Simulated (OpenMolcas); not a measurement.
# Pd⁴⁺ among point charges: CASSCF and CASPT2 levels and susceptibility

Aim: the splitting of the states of Pd⁴⁺ in the field of 8 point charges, its lowest levels with spin-orbit coupling and its magnetic susceptibility.

Program: OpenMolcas 26.06. Level of theory: state-averaged CASSCF and CASPT2, spin-orbit coupling by RASSI with atomic mean-field integrals. These are calculated values, not measurements, unless marked.

## 1. What is computed

```
Species                           : Pd⁴⁺ (palladium, Z = 46, 42 electrons)
Basis                             : ANO-RCC-VDZP [6s5p3d1f], 43 functions
Scalar Hamiltonian                : DKH2, point nucleus
Inactive shells                   : 1s 2s 2p 3s 3p 3d 4s 4p
Active space                      : 6 electrons in 5 orbitals (4d)
Some configurations of this space : 4d6
Orbitals                          : optimised for each spin and parity, averaged over all roots
```

The outer shells:

4d6
```
4d [↑↓][↑ ][↑ ][↑ ][↑ ]
```

The ion sits among 8 point charges of -0.96 e arranged as a cube (Oh), 2.06 Å from the ion.

The work runs as a chain of OpenMolcas steps in one folder; each step below is one input file. Labels, J, g values, rates, χT and fits are worked out afterwards by a script from the matrices that RASSI stores. The input lists half of the charges; inversion (Group=XYZ) makes the rest.

## 2. GATEWAY and SEWARD: basis and integrals

Input file a.inp:

```
&GATEWAY
Coord
1

Pd 0.0 0.0 0.0
Basis=ANO-RCC-VDZP
Group=XYZ
NoMove
AngMom=0.0 0.0 0.0
AMFI
XField
4 Angstrom 0
1.189342 1.189342 1.189342 -0.960000
1.189342 1.189342 -1.189342 -0.960000
1.189342 -1.189342 1.189342 -0.960000
1.189342 -1.189342 -1.189342 -0.960000
&SEWARD
```

Started as:

```bash
> OMP_NUM_THREADS=1 MOLCAS_MEM=1689 MOLCAS_PROJECT=a pymolcas a.inp > a.log
```

## 3. Reference wave functions, quintets of even parity, 5 roots

Input file a.inp:

```
&RASSCF
FileOrb=start.orb
Symmetry=1
Spin=5
nActEl=6 0 0
Inactive=9 9
Ras2=5 0
CIRoot=5 5 1
SDav=5
CIMx=300
Iter=120 100
PrWF=0.3
OrbListing=Nothing
MaxOrb=0
>>> COPY $Project.JobIph JOB001
```

start.orb holds the contracted functions of the basis, ordered by shell, or the orbitals of the step before.

## 4. Reference wave functions, triplets of even parity, 45 roots

Input file a.inp:

```
&RASSCF
FileOrb=start.orb
Symmetry=1
Spin=3
nActEl=6 0 0
Inactive=9 9
Ras2=5 0
CIRoot=45 45 1
SDav=45
CIMx=300
Iter=120 100
PrWF=0.3
OrbListing=Nothing
MaxOrb=0
>>> COPY $Project.JobIph JOB002
```

## 5. CASSCF: singlets of even parity, 50 roots

Input file a.inp:

```
&RASSCF
FileOrb=start.orb
Symmetry=1
Spin=1
nActEl=6 0 0
Inactive=9 9
Ras2=5 0
CIRoot=50 50 1
SDav=50
CIMx=300
Iter=120 100
PrWF=0.3
OrbListing=Nothing
MaxOrb=0
>>> COPY $Project.JobIph JOB003
```

## 6. RASSI: spin-orbit coupling between the states

Input file a.inp:

```
&RASSI
NrOfJobIphs=3 5 45 50
1 2 3 4 5
1 2 3 4 5 6 7 8 9 10 11 12 13 14 15 16 17 18 19 20 21 22 23 24 25 26 27
28 29 30 31 32 33 34 35 36 37 38 39 40 41 42 43 44 45
1 2 3 4 5 6 7 8 9 10 11 12 13 14 15 16 17 18 19 20 21 22 23 24 25 26 27
28 29 30 31 32 33 34 35 36 37 38 39 40 41 42 43 44 45 46 47 48 49 50
IphNames
JOB001
JOB002
JOB003
EJob
SpinOrbit
DIPRint=1.0
SOCoupling=1000.0
Subsets=2
Property=9
'ANGMOM' 1 'ANGMOM' 2 'ANGMOM' 3 'MLTPL  1' 1 'MLTPL  1' 2 'MLTPL  1' 3
'AMFI' 1 'AMFI' 2 'AMFI' 3
SOProperty=3
'ANGMOM' 1 'ANGMOM' 2 'ANGMOM' 3
```

## 7. CASPT2: IPEA 0.25, imaginary shift 0.1 (closed shells correlated: 4s 4p)

Input file a.inp:

```
>>> COPY JOB001 $Project.JobIph
&CASPT2
Multistate=5 1 2 3 4 5
NoMult
Frozen=8 6
IPEA=0.25
Imaginary=0.1
MaxIter=60
WThr=0.0 0.3 0.05
PrWF=0.5
NoMix
>>> COPY JOB002 $Project.JobIph
&CASPT2
Multistate=45 1 2 3 4 5 6 7 8 9 10 11 12 13 14 15 16 17 18 19 20 21 22
23 24 25 26 27 28 29 30 31 32 33 34 35 36 37 38 39 40 41 42 43 44 45
NoMult
Frozen=8 6
IPEA=0.25
Imaginary=0.1
MaxIter=60
WThr=0.0 0.3 0.05
PrWF=0.5
NoMix
>>> COPY JOB003 $Project.JobIph
&CASPT2
Multistate=50 1 2 3 4 5 6 7 8 9 10 11 12 13 14 15 16 17 18 19 20 21 22
23 24 25 26 27 28 29 30 31 32 33 34 35 36 37 38 39 40 41 42 43 44 45 46
47 48 49 50
NoMult
Frozen=8 6
IPEA=0.25
Imaginary=0.1
MaxIter=60
WThr=0.0 0.3 0.05
PrWF=0.5
NoMix
```

(Steps that only read results are left out.)

Q: Predict the outcome of this session. Wanted: spin-free ground state; first state of the same spin within the active space; lowest level; next level.

As calculated:

| quantity | value |
| --- | --- |
| method | SS-CASPT2, IPEA 0.25, imaginary shift 0.1 (closed shells correlated: 4s 4p) |
| spin-free ground state | 5E, 2-fold in its orbital part |
| first state of the same spin within the active space | 5T2 at 2560 cm⁻¹ |
| lowest level | 1-fold A1 |
| next level | 136.6 cm⁻¹ |
| χT at 300 K | 4.80 cm³ K/mol |
| effective moment at 300 K | 6.20 μB |

Cost by method:

```csv
method,time of its own steps,time with the reference
A. CASSCF,20 s,20 s
"B. SS-CASPT2, IPEA 0.25, imaginary shift 0.1, +4s 4p",4.9 s,25 s
```

Times are of one thread on a shared host.

The spin-free ground state (5E) comes to 100 % from free-ion D terms and keeps the highest spin of the shell. χT at 300 K is 4.80, against 3.01 cm³ K/mol for the spin alone, so orbital moment adds to it. An active space of the d shell alone favours high spin; real ions in strong fields can be low spin. CASPT2 does not keep the components of a term degenerate, and the means are used. An orbital doublet at a regular site is open to a Jahn-Teller distortion, which this geometry leaves out. The field of point charges can differ much from that of real complexes. With metal d orbitals alone active, the gaps between spin states are rough; where two lie within a few thousand cm-1, their order is open. Point charges carry no covalency, so the field is a model and not that of real ligands.
